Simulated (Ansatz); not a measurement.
# SiH2Br (doublet): from Hartree-Fock to the top rungs at distance Br1–H2 along a hydrogen transfer = 1.569 Å, cc-pVDZ

Aim: climb from Hartree-Fock through coupled cluster and multireference methods for SiH2Br (doublet) at one geometry and basis, and see what each rung misses.

Program: Ansatz 0.2.0, Gaussian basis. Level of theory: cc-pVDZ, core rule «outside noble gas», up to 19 orbitals frozen. These are calculated values, not measurements.

The runs, in order: UHF; CCSD(T) on ROHF; CCSD(T) on UHF; BCCD(T) on ROHF; CISD; CCSDT(Q) on ROHF; CCSDT(Q) on UHF; CASSCF and MRCISD+Q, 3 electrons in 3 orbitals; CASSCF and NEVPT2, 3 electrons in 3 orbitals; CASSCF and MRCISD+Q, 13 electrons in 10 orbitals; CASSCF and NEVPT2, 13 electrons in 10 orbitals.

9 further runs of the same task are left out: 9 that didn't finish.

### Step 1. The system

The geometry derives from fragments relaxed apart (PBE0/def2-TZVP) and kept rigid, so it is no stationary point. A hydrogen atom is moved between rigid fragments. No spin-orbit coupling is included. The filled d shell of Br may be among the frozen orbitals whatever the setting's name suggests; the logs give the count.

4 atoms, charge 0, spin multiplicity 2.

Atoms are counted from 1 here; the program's logs count them from 0.

Bond lengths: Br1–H2 1.569 Å, H2–Si3 1.638 Å, Si3–H4 1.532 Å. Angles: Br1–H2–Si3 180.0°, H2–Si3–H4 105.0°.

### Step 2. UHF

Input file in.yaml:

```yaml
crystal:
  periodic: [false, false, false]
  atoms:
    - {symbol: Br, position_ang: [-2.094859, 0.369878, 0.000000]}
    - {symbol: H, position_ang: [-0.525859, 0.369878, 0.000000]}
    - {symbol: Si, position_ang: [1.112141, 0.369878, 0.000000]}
    - {symbol: H, position_ang: [1.508576, -1.109635, 0.000000]}
basis:
  gaussian: {orbitals: cc-pVDZ}
magnetization: {spin_polarized: true, initial_magnetization: 1}
hamiltonian: {xc: hf}
output: {orbitals: {seedname: orbitals}}
```

The run is started by

```
ansatz run in.yaml --threads 1 --pin off --events-out ev --progress --plain --max-ram 2393MiB
```

After this run come: CCSD(T) on ROHF; CCSD(T) on UHF; BCCD(T) on ROHF; CISD; CCSDT(Q) on ROHF; CCSDT(Q) on UHF; CASSCF and MRCISD+Q, 3 electrons in 3 orbitals; CASSCF and NEVPT2, 3 electrons in 3 orbitals; CASSCF and MRCISD+Q, 13 electrons in 10 orbitals; CASSCF and NEVPT2, 13 electrons in 10 orbitals.

Before running them: what should the planned runs give, taken together? Wanted: UCCSDT(Q) below the RHF energy; RMP2 from UCCSDT(Q); UMP2 from UCCSDT(Q); RCCSD from UCCSDT(Q); RCCSD(T) from UCCSDT(Q); UCCSD(T) from UCCSDT(Q); RCCSDT(Q) from UCCSDT(Q); NEVPT2 pair from UCCSDT(Q); NEVPT2 valence from UCCSDT(Q).

**Answer**, as computed:

| quantity | value |
| --- | --- |
| UCCSDT(Q) below the RHF energy | -6.9186 eV |
| RMP2 from UCCSDT(Q) | +1147.8 meV |
| UMP2 from UCCSDT(Q) | +1208.7 meV |
| RCCSD from UCCSDT(Q) | +195.7 meV |
| RCCSD(T) from UCCSDT(Q) | +39.6 meV |
| UCCSD(T) from UCCSDT(Q) | +40.3 meV |
| RCCSDT(Q) from UCCSDT(Q) | +1.0 meV |
| NEVPT2 pair from UCCSDT(Q) | +1066.5 meV |
| NEVPT2 valence from UCCSDT(Q) | +1291.5 meV |
| MRCISD+Q valence from UCCSDT(Q) | +44.9 meV |
| levels within 1 kcal/mol (43 meV) | RCCSD(T), UCCSD(T), BCCD(T), RCCSDT, UCCSDT, RCCSDT(Q) |
| T1 diagnostic | 0.021 |
| effectively unpaired electrons | 1.05 |

**Reading.** RCCSD(T) lands +39.6 meV from the yardstick (0.6 % of the correlation energy). One determinant dominates. Of the multireference levels listed MRCISD+Q valence comes nearest in total energy (+44.9 meV), which doesn't show that its space is the better one. Coupled cluster took another determinant than the lowest Hartree-Fock one. These misses are within one basis, not against nature; the frozen cores of restricted and unrestricted runs differ, which can shift their rows.
